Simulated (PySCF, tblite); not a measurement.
# C₅H₉F₃O: dynamics, then NMR shifts on frames, part 2 of 2

tblite 0.8.0 and PySCF 2.14.0. Atoms count from 0.

### 5 Shielding tensors: 625 fs, PBE0/pcSseg-1

The job: settings as JSON, then the geometry in Å.

```
{"job": {"kind": "nmr", "xc": "PBE0", "basis": "pcSseg-1", "pop": false}, "charge": 0, "multiplicity": 1}
C     -1.927800     0.002400     0.594400
C     -0.702500    -0.863200     0.597400
C      0.559800    -0.127700     0.203200
C      0.907200     1.016800     1.063500
O      0.503200     0.308200    -1.092200
C      1.710000    -1.272100     0.362600
F      1.857500    -1.879200     1.472700
F      1.403300    -2.271600    -0.529700
F      2.914000    -0.759200    -0.036500
H     -2.213800     0.434800    -0.344700
H     -2.761400    -0.525100     0.988900
H     -1.716200     0.821900     1.262300
H     -0.826400    -1.675300    -0.126300
H     -0.546100    -1.279100     1.630100
H      0.241700     1.893100     0.819900
H      0.648300     0.822000     2.097900
H      1.959400     1.342400     1.032800
H      0.099000    -0.412500    -1.595400
```

With the program's defaults for keys left out, this is: GIAO PBE0/pcSseg-1 NMR shielding, non-relativistic, gas phase.

Log:

```text
coarse grid: 15360 points
cycle   1  E = -569.7679178082  dE =  1.367e+00  |g| = 1.076e+00  |ddm| = 3.615e+00
cycle   2  E = -569.5322008595  dE =  2.357e-01  |g| = 1.636e+00  |ddm| = 1.699e+00
cycle   3  E = -569.9709742258  dE = -4.388e-01  |g| = 1.040e-01  |ddm| = 1.117e+00
cycle   4  E = -569.9726512392  dE = -1.677e-03  |g| = 5.751e-02  |ddm| = 1.238e-01
cycle   5  E = -569.9732902726  dE = -6.390e-04  |g| = 1.059e-02  |ddm| = 4.711e-02
cycle   6  E = -569.9733080147  dE = -1.774e-05  |g| = 3.331e-03  |ddm| = 9.459e-03
cycle   7  E = -569.9733098894  dE = -1.875e-06  |g| = 6.020e-04  |ddm| = 2.301e-03
final grid: 150408 points
cycle   8  E = -570.0562379615  dE = -7.629e-05  |g| = 1.030e-02  |ddm| = 4.514e-02
cycle   9  E = -570.0562219704  dE =  1.599e-05  |g| = 1.392e-02  |ddm| = 1.840e-02
cycle  10  E = -570.0562607051  dE = -3.873e-05  |g| = 1.232e-03  |ddm| = 1.043e-02
cycle  11  E = -570.0562609625  dE = -2.574e-07  |g| = 3.153e-04  |ddm| = 1.084e-03
cycle  12  E = -570.0562609806  dE = -1.813e-08  |g| = 9.485e-05  |ddm| = 2.790e-04
cycle  13  E = -570.0562609822  dE = -1.587e-09  |g| = 2.302e-05  |ddm| = 8.921e-05
cycle  14  E = -570.0562609823  dE = -8.686e-11  |g| = 6.867e-06  |ddm| = 2.044e-05
converged SCF energy = -570.0562609823

GIAO shielding tensors (ppm)
atom      isotropic    diamagn.    paramagn.     s11        s22        s33       span
  0 C      183.075     245.851     -62.776    175.796    181.688    191.741     15.946
  1 C      149.830     251.115    -101.284    131.900    146.542    171.047     39.147
  2 C      108.409     243.108    -134.699     90.621    113.028    121.577     30.956
  3 C      169.325     246.924     -77.599    153.563    166.285    188.129     34.566
  4 O      265.900     391.563    -125.664    209.132    246.093    342.474    133.342
  5 C       48.622     248.403    -199.782     38.878     49.135     57.852     18.974
  6 F      285.244     471.217    -185.973    232.536    309.285    313.910     81.374
  7 F      266.538     476.025    -209.487    172.251    267.691    359.673    187.422
  8 F      269.301     473.096    -203.795    175.215    267.252    365.436    190.221
  9 H       31.081      30.528       0.554     26.072     29.455     37.718     11.647
 10 H       31.400      28.996       2.404     26.317     28.385     39.497     13.180
 11 H       31.043      30.697       0.347     25.216     31.294     36.620     11.404
 12 H       29.907      32.516      -2.609     24.597     31.369     33.755      9.158
 13 H       29.419      31.398      -1.978     24.118     30.159     33.981      9.863
 14 H       29.350      29.233       0.118     25.030     27.858     35.163     10.133
 15 H       30.945      30.589       0.356     27.156     28.581     37.098      9.941
 16 H       29.389      28.584       0.805     24.548     28.117     35.503     10.955
 17 H       30.619      34.223      -3.604     22.865     27.527     41.465     18.600
```

Wall time 31 s (1 thread of Arm Neoverse V1, shared host); peak memory 0.89 GiB.

Key values: δ C5 138.3, C2 78.5, C1 37.1, C3 17.6, H14 2.37, H16 2.33 ppm.

### 6 Nuclear shieldings: 800 fs, PBE0/pcSseg-1

The job: settings as JSON, then the geometry in Å.

```
{"job": {"kind": "nmr", "xc": "PBE0", "basis": "pcSseg-1", "pop": false}, "charge": 0, "multiplicity": 1}
C     -1.985900    -0.067300     0.529900
C     -0.704100    -0.936800     0.547900
C      0.593200    -0.234900     0.153600
C      0.953900     0.970800     1.007200
O      0.574900    -0.028500    -1.242700
C      1.736000    -1.242800     0.348300
F      1.997200    -1.640100     1.644000
F      1.532000    -2.367900    -0.330700
F      2.857700    -0.689900    -0.161600
H     -2.299100     0.317400    -0.442600
H     -2.799700    -0.668800     0.919900
H     -1.877800     0.799200     1.127600
H     -0.851500    -1.763100    -0.146400
H     -0.578900    -1.411000     1.563500
H      0.362400     1.872300     0.828400
H      0.918400     0.711400     2.082400
H      1.986600     1.263400     0.818800
H     -0.147200    -0.552800    -1.617700
```

Level: GIAO PBE0/pcSseg-1 NMR shielding, non-relativistic, gas phase.

Log:

```text
coarse grid: 15360 points
cycle   1  E = -569.7767341982  dE =  1.192e+00  |g| = 1.070e+00  |ddm| = 3.575e+00
cycle   2  E = -569.5546107642  dE =  2.221e-01  |g| = 1.614e+00  |ddm| = 1.647e+00
cycle   3  E = -569.9764830814  dE = -4.219e-01  |g| = 9.322e-02  |ddm| = 1.074e+00
cycle   4  E = -569.9779111698  dE = -1.428e-03  |g| = 5.007e-02  |ddm| = 1.082e-01
cycle   5  E = -569.9784769495  dE = -5.658e-04  |g| = 8.923e-03  |ddm| = 4.544e-02
cycle   6  E = -569.9784909656  dE = -1.402e-05  |g| = 3.122e-03  |ddm| = 8.920e-03
cycle   7  E = -569.9784925100  dE = -1.544e-06  |g| = 6.352e-04  |ddm| = 2.341e-03
final grid: 150408 points
cycle   8  E = -570.0626993895  dE = -6.774e-05  |g| = 1.059e-02  |ddm| = 3.856e-02
cycle   9  E = -570.0626803850  dE =  1.900e-05  |g| = 1.483e-02  |ddm| = 1.832e-02
cycle  10  E = -570.0627226428  dE = -4.226e-05  |g| = 1.113e-03  |ddm| = 1.049e-02
cycle  11  E = -570.0627228648  dE = -2.219e-07  |g| = 3.098e-04  |ddm| = 9.812e-04
cycle  12  E = -570.0627228835  dE = -1.877e-08  |g| = 7.651e-05  |ddm| = 2.547e-04
cycle  13  E = -570.0627228845  dE = -9.543e-10  |g| = 2.321e-05  |ddm| = 7.470e-05
converged SCF energy = -570.0627228845

GIAO shielding tensors (ppm)
atom      isotropic    diamagn.    paramagn.     s11        s22        s33       span
  0 C      179.931     245.393     -65.462    172.621    175.144    192.028     19.407
  1 C      148.905     249.247    -100.343    127.528    146.403    172.783     45.255
  2 C      112.128     241.475    -129.347     95.555    108.411    132.417     36.862
  3 C      169.904     245.824     -75.919    153.555    166.101    190.057     36.502
  4 O      261.252     391.516    -130.264    179.942    279.873    323.941    143.998
  5 C       46.767     248.940    -202.173     42.540     43.658     54.103     11.563
  6 F      261.930     474.140    -212.210    169.357    256.659    359.774    190.417
  7 F      277.970     473.774    -195.804    200.722    292.400    340.787    140.065
  8 F      265.192     472.840    -207.647    180.754    267.686    347.137    166.383
  9 H       30.654      30.201       0.453     25.976     28.737     37.248     11.272
 10 H       30.715      28.244       2.471     25.493     27.811     38.841     13.347
 11 H       31.349      30.904       0.444     25.989     30.730     37.328     11.338
 12 H       30.241      32.794      -2.554     25.184     31.519     34.018      8.834
 13 H       29.101      30.556      -1.455     23.695     29.645     33.962     10.267
 14 H       30.117      29.779       0.338     25.489     28.343     36.518     11.029
 15 H       30.191      29.445       0.745     26.268     27.865     36.439     10.171
 16 H       29.723      28.974       0.749     24.593     29.346     35.231     10.638
 17 H       30.602      34.553      -3.951     22.996     27.670     41.140     18.144
```

Wall time 29 s (1 thread of Arm Neoverse V1, shared host); peak memory 0.89 GiB.

Key values: δ C5 140.2, C2 74.8, C1 38.0, C3 17.0, H13 2.62, H16 1.99 ppm.

### 7 Nuclear shieldings: 1000 fs, PBE0/pcSseg-1

The job: settings as JSON, then the geometry in Å.

```
{"job": {"kind": "nmr", "xc": "PBE0", "basis": "pcSseg-1", "pop": false}, "charge": 0, "multiplicity": 1}
C     -1.780600    -0.077200     0.687700
C     -0.491400    -0.869300     0.899400
C      0.725700    -0.317100     0.144100
C      1.137400     1.049900     0.675800
O      0.298100    -0.246800    -1.274000
C      1.840600    -1.334200     0.217500
F      2.057200    -1.834200     1.420900
F      1.427600    -2.460600    -0.379700
F      2.967700    -0.917600    -0.322800
H     -2.146200     0.017100    -0.343100
H     -2.424100    -0.664200     1.350600
H     -1.775300     0.893000     1.194000
H     -0.595100    -1.958600     0.634400
H     -0.287100    -0.872900     1.959000
H      0.609000     1.721400     0.039400
H      0.794400     1.091100     1.727300
H      2.204600     1.059800     0.635700
H      0.795700    -0.708800    -1.944700
```

Method: GIAO PBE0/pcSseg-1 NMR shielding, non-relativistic, gas phase.

Log:

```text
coarse grid: 15360 points
cycle   1  E = -569.7515911773  dE =  1.311e+00  |g| = 1.087e+00  |ddm| = 3.576e+00
cycle   2  E = -569.5231598286  dE =  2.284e-01  |g| = 1.620e+00  |ddm| = 1.630e+00
cycle   3  E = -569.9559818071  dE = -4.328e-01  |g| = 9.917e-02  |ddm| = 1.083e+00
cycle   4  E = -569.9574599642  dE = -1.478e-03  |g| = 5.888e-02  |ddm| = 1.199e-01
cycle   5  E = -569.9581668976  dE = -7.069e-04  |g| = 9.736e-03  |ddm| = 4.809e-02
cycle   6  E = -569.9581815266  dE = -1.463e-05  |g| = 3.443e-03  |ddm| = 8.411e-03
cycle   7  E = -569.9581836203  dE = -2.094e-06  |g| = 5.455e-04  |ddm| = 2.795e-03
final grid: 150408 points
cycle   8  E = -570.0406519512  dE = -5.856e-05  |g| = 1.026e-02  |ddm| = 3.557e-02
cycle   9  E = -570.0406325459  dE =  1.941e-05  |g| = 1.452e-02  |ddm| = 1.839e-02
cycle  10  E = -570.0406742409  dE = -4.169e-05  |g| = 1.197e-03  |ddm| = 1.055e-02
cycle  11  E = -570.0406745088  dE = -2.680e-07  |g| = 2.747e-04  |ddm| = 1.047e-03
cycle  12  E = -570.0406745228  dE = -1.397e-08  |g| = 9.165e-05  |ddm| = 2.678e-04
cycle  13  E = -570.0406745242  dE = -1.392e-09  |g| = 1.908e-05  |ddm| = 8.323e-05
cycle  14  E = -570.0406745243  dE = -5.480e-11  |g| = 7.007e-06  |ddm| = 1.803e-05
converged SCF energy = -570.0406745243

GIAO shielding tensors (ppm)
atom      isotropic    diamagn.    paramagn.     s11        s22        s33       span
  0 C      178.976     242.772     -63.795    170.102    177.902    188.926     18.824
  1 C      144.444     248.980    -104.536    125.845    140.458    167.027     41.182
  2 C      105.069     245.408    -140.339     76.475    104.310    134.422     57.947
  3 C      164.982     248.638     -83.656    136.506    170.323    188.115     51.609
  4 O      266.261     392.336    -126.074    197.460    284.622    316.702    119.242
  5 C       55.173     247.177    -192.004     48.673     52.457     64.388     15.715
  6 F      272.101     473.265    -201.164    195.008    283.275    338.020    143.011
  7 F      264.450     475.292    -210.842    174.870    269.378    349.101    174.231
  8 F      287.202     472.625    -185.422    216.821    297.206    347.580    130.758
  9 H       29.627      28.297       1.329     24.503     28.418     35.958     11.455
 10 H       30.163      27.438       2.724     24.358     28.069     38.061     13.703
 11 H       30.544      29.433       1.111     25.882     29.096     36.654     10.773
 12 H       28.614      30.696      -2.082     22.973     30.406     32.463      9.489
 13 H       30.447      32.904      -2.457     25.678     30.872     34.791      9.113
 14 H       30.077      30.323      -0.246     26.489     28.597     35.143      8.654
 15 H       30.123      30.353      -0.230     25.541     29.116     35.712     10.172
 16 H       29.929      30.394      -0.465     24.745     30.317     34.726      9.982
 17 H       29.978      34.262      -4.284     21.523     26.456     41.954     20.431
```

It took 31 s on 1 thread of Arm Neoverse V1, shared host; peak memory 0.89 GiB.

Key values: δ C5 131.8, C2 81.9, C1 42.5, C3 21.9, H12 3.10, H9 2.09 ppm.

### 8 Side by side: NMR shifts

Shifts (ppm) of some atoms, chosen among heavy atoms and hydrogens apart, with basis size and wall time:

```
  frame     C5   H15   H12    O4      F7      F6      F8  functions  time
 250 fs  145.6  2.28  1.21  54.2   -65.5   -74.6   -94.1        198  31 s
 425 fs  136.4  1.66  2.24  46.8  -102.9   -97.8  -106.4        198  30 s
 625 fs  138.3  0.77  1.81  70.2   -95.6  -114.3   -98.4        198  31 s
 800 fs  140.2  1.53  1.48  74.8  -107.0   -91.0   -94.2        198  29 s
1000 fs  131.8  1.59  3.10  69.8   -93.5  -101.2  -116.3        198  31 s
```

### 9 Summary of results

What follows sums up all 2 parts.

```
                                        quantity                                                     value
                                      thermostat                                                     300 K
                   mean temperature, second half                                                     260 K
         mean potential energy above the minimum                                                   0.58 eV
  13C shifts against TMS (PBE0/pcSseg-1, 250 fs)                         145.6, 73.5, 31.3, 24.1, 11.6 ppm
   1H shifts against TMS (PBE0/pcSseg-1, 250 fs)  2.28, 2.06, 1.91, 1.54, 1.42, 1.41, 1.35, 1.21, 1.21 ppm
  17O shifts against H2O (PBE0/pcSseg-1, 250 fs)                                                  54.2 ppm
19F shifts against CFCl3 (PBE0/pcSseg-1, 250 fs)                                   -65.5, -74.6, -94.1 ppm
                        range of the shift of F7                                       -107.0 to -65.5 ppm
```

In the second half the potential energy averages 0.58 eV above the minimum; equipartition over 48 harmonic modes at 300 K would give 0.62 eV. With 18 atoms the temperature swings widely (116 to 356 K). Shifts at one fixed geometry are not the observed spectrum, which averages over the motion. In the first frame run (250 fs): The widest tensor belongs to F7: span 247 ppm, with a paramagnetic part of -239 ppm. In ppm, F7 moves most: its shift spreads over 41.5 ppm, from -107.0 (800 fs) to -65.5 (250 fs).
